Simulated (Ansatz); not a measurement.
**Ir: stress in a strained cell**

Ir is deformed so: equal xy, yz and zx engineering shear strains of -2 %. What stress and forces result, by LAPW, PAW and all-electron datasets made for the crystal?

Method: DFT PBEsol, scalar-relativistic, in Ansatz 0.2.0.

## Step 1: The structure to begin with

It takes space group Fm-3m (No. 225, cubic). The conventional cell has a = 3.839 Å, b = 3.839 Å, c = 3.839 Å, α = 90.00°, β = 90.00°, γ = 90.00°. Ir (site symmetry m-3m) is surrounded by 12 Ir at 2.71 Å.

Coordinates:

```xyz
1
Lattice="0.0000 1.9197 1.9197 1.9197 0.0000 1.9197 1.9197 1.9197 0.0000" Properties=species:S:1:pos:R:3 pbc="T T T"
Ir    0.0000    0.0000    0.0000
```

## Step 2: The deformed structure

Space group Fm-3m before, R-3m after.

## Step 3: All-electron LAPW

Contents of input.yaml:

```yaml
crystal:
  lattice:
    - [-0.038394, 1.900503, 1.900503]
    - [1.900503, -0.038394, 1.900503]
    - [1.900503, 1.900503, -0.038394]
  atoms:
    - { symbol: Ir, position: [0.0, 0.0, 0.0] }
kpoints:
  mp_grid: { grid: [18, 18, 18] }
  band_path:
    path:
      - [0.0, 0.0, 0.0]
      - [0.5, 0.5, 0.5]
      - [0.2551801333, 0.5, 0.7448198667]
      - [-0.2551801333, 0.2551801333, 0.5]
      - [0.0, 0.0, 0.5]
      - [0.0, 0.0, 0.0]
      - [-0.3775900666, 0.0, 0.3775900666]
      - [0.0, 0.3775900666, 0.6224099334]
      - [0.0, 0.5, 0.5]
    npoints: 5
scf:
  occupations: { method: fermi_dirac, width: 0.05 }
hamiltonian:
  xc: pbesol
  pseudopotentials: { kind: all_electron, lapw: { basis_error: 0.0005 } }
output:
  forces: true
  stress: true
  eigenvalues: true
```

Run with:

```bash
$ ansatz run input.yaml --threads 1 --pin off --max-ram 3072MiB --backend cpu --events-out ev --progress --plain --runs-dir out
```

## Step 4: PAW with frozen cores

Contents of input.yaml:

```yaml
crystal:
  lattice:
    - [-0.038394, 1.900503, 1.900503]
    - [1.900503, -0.038394, 1.900503]
    - [1.900503, 1.900503, -0.038394]
  atoms:
    - { symbol: Ir, position: [0.0, 0.0, 0.0] }
kpoints:
  mp_grid: { grid: [18, 18, 18] }
scf:
  occupations: { method: fermi_dirac, width: 0.05 }
hamiltonian:
  xc: pbesol
  pseudopotentials: { kind: paw }
output:
  forces: true
  stress: true
  eigenvalues: true
  efg: { contact_densities: true }
```

## Step 5: Datasets made for this crystal

Changes to input.yaml since step 4:

```diff
@@ -13,3 +13,3 @@
   xc: pbesol
-  pseudopotentials: { kind: paw }
+  pseudopotentials: { kind: all_electron, datasets: crystal }
 output:
```

(Steps that only read results are left out.)

**Question.** What will these runs give? Wanted: pressure; largest shear or deviatoric stress.

**Answer**, as computed:

```
                                 quantity                                              value
                                 pressure  LAPW -2.14, PAW -2.10, crystal datasets -2.14 GPa
largest shear or deviatoric stress (LAPW)                                           5.41 GPa
```

**Reading.** The largest part of the stress beyond the pressure is 5.41 GPa in size. No run of the undeformed cell stands beside it, so the pressure holds what the given cell had before the change. PAW: stress within 0.04 GPa of LAPW. Crystal datasets: stress within 0.01 GPa of LAPW. Spin-orbit coupling is left out, though the cell holds Ir; in elements this heavy it can shift bands and gaps by tenths of an eV.
